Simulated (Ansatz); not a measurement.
The system is LiCuAuO2.

```
Au Cu O Li
1.0
     2.83519   -1.65590    0.00000
     2.83519    1.65590    0.00000
    -2.03778    0.00000    7.28757
Au Cu O Li
1 1 2 1
Direct
  0.98375 0.98375 0.94830
  0.53811 0.53811 0.63867
  0.87808 0.87808 0.65117
  0.08049 0.08049 0.22148
  0.42581 0.42581 0.24872
```

The cell comes from a database or a generator and needn't be the stable form of this composition.

* Program: Ansatz 0.2.0
* Task: single point
* Functional: PBE
* Potentials or basis: Ansatz PAW
* Cutoff: 420 eV (not typed: the program's choice for these potentials)
* k mesh: 9 × 9 × 4
* Occupations: fermi-dirac, width 0.05 eV
* Spin: no spin polarisation

On this cell: pressure -0.3 GPa; largest force 0.301 eV/Å; band gap on the k mesh none (metal or under the smearing width).

The same run follows on a disturbed copy (atoms moved at random, drawn with an rms of 0.05 Å):

```
CELL_PARAMETERS angstrom
2.83519 -1.65590 0.00000
2.83519 1.65590 0.00000
-2.03778 0.00000 7.28757
ATOMIC_POSITIONS crystal
Au 0.98207 0.99035 0.95243
Cu 0.53615 0.53039 0.63521
O 0.88464 0.86994 0.64526
O 0.09356 0.07521 0.22475
Li 0.42916 0.42283 0.24460
```

Q: What does the disturbed cell give?

A: The energy (extrapolated to zero smearing) moves by +7.5 meV/atom; pressure -1.0 GPa; largest force 0.615 eV/Å; band gap on the k mesh none (metal or under the smearing width).

Forces on the atoms (eV/Å):
```
Au   0.018 -0.151 -0.476
Cu   0.233 -0.171  0.118
O   -0.267  0.240  0.499
O   -0.020  0.159 -0.241
Li   0.036 -0.078  0.100
```

Stress tensor (GPa, compression positive):
```
-1.27 -0.22 -0.19
-0.22  0.15  0.01
-0.19  0.01 -1.88
```

Caveats: an odd number of electrons without spin polarisation forces a metal; a magnetic or distorted state may lie lower; the run has no spin polarisation, though such a crystal can be magnetic; semilocal functionals often make such compounds metallic where correlation or magnetic order opens a gap, which also shifts bond lengths.
